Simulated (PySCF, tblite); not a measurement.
**C7H11 radical: geometry, infrared bands and EPR parameters**

What infrared bands and EPR parameters should C7H11 radical (`C=CC1C[C](C)C1`) show?

Computed with tblite 0.8.0 and PySCF 2.14.0, with density-fitted response routines of our own, on a single molecule in the gas phase. Atoms count from 0, in the outputs and in this text.

### 1 The starting structure

18 atoms, charge 0, multiplicity 2; geometry from: force field or distance geometry start.

Bonds of the start (Å): C0–C1 1.35, C1–C2 1.48, C2–C3 1.56, C3–C4 1.48, C4–C5 1.49, C4–C6 1.47, C6–C2 1.55, C0–H7 1.09, C0–H8 1.08, C1–H9 1.08, C2–H10 1.09, C3–H11 1.10, C3–H12 1.08, C5–H13 1.09, C5–H14 1.10, C5–H15 1.08, C6–H16 1.10, C6–H17 1.09.

### 2 Optimising the geometry with GFN2-xTB

Job settings and geometry (Å):

```
{"job": {"kind": "relax", "xc": "GFN2-xTB", "basis": "xTB"}, "charge": 0, "multiplicity": 2}
C      2.942200     0.621700     0.132000
C      1.941300    -0.124300    -0.375000
C      0.664600    -0.243700     0.366100
C     -0.369300     0.887800     0.081100
C     -1.399300    -0.168400    -0.006700
C     -2.623500    -0.026900    -0.839700
C     -0.381600    -1.203600    -0.248400
H      2.833100     1.173000     1.071100
H      3.885600     0.709300    -0.389700
H      2.075700    -0.663600    -1.297400
H      0.805200    -0.428200     1.435100
H     -0.525300     1.570900     0.922900
H     -0.237400     1.449400    -0.827600
H     -3.226200    -0.931300    -0.770400
H     -3.222000     0.827200    -0.484600
H     -2.369800     0.142200    -1.876600
H     -0.545000    -2.119800     0.332900
H     -0.256900    -1.465300    -1.303200
```

The run is started by

```bash
$ OMP_NUM_THREADS=1 python probes_run.py task.json out
```

One launch serves the whole session: the jobs run in the order shown.

**Question.** This job is followed by: GFN2-xTB harmonic vibrations, gas phase; UKS B3LYP, pcH-1 on C H, non-relativistic, mean-field spin-orbit, GIAO. Predict these results of the whole session: strongest single infrared mode (GFN2-xTB); zero-point energy (GFN2-xTB); g(iso) (B3LYP); ⟨S²⟩; largest a(iso) (averaged by class); potential on the surface of density 0.002 e/bohr³, 1st and 99th percentile.

As calculated:

| quantity | value |
| --- | --- |
| strongest single infrared mode (GFN2-xTB) | 2922 cm⁻¹, 98 km/mol |
| zero-point energy (GFN2-xTB) | 96.6 kcal/mol |
| g(iso) (B3LYP) | 2.00268 |
| ⟨S²⟩ | 0.754 (exact 0.75) |
| largest a(iso) (averaged by class) | 13C on C4, 116.0 MHz |
| potential on the surface of density 0.002 e/bohr³, 1st and 99th percentile | -0.74 V and 0.65 V |

In words: Relaxing lowered the energy by 0.379 eV in 83 steps; the close pair that moved most is C0–C1, from 1.347 to 1.321 Å. All 48 modes are real, so the xTB geometry is a minimum. Unscaled tight-binding wavenumbers are off by several per cent, some by more. Its intensities can rank the bands wrongly. C4 carries the largest spin population, 0.95 e. The isotropic g lies 0.4 ppt above the free-electron value. These values are for one conformer; the search (at its own cheap level) found 2 more, at 0.00, 1.03 kcal/mol (those within 0.05 may be mirror or relabelled copies), and measured spectra average over such forms.
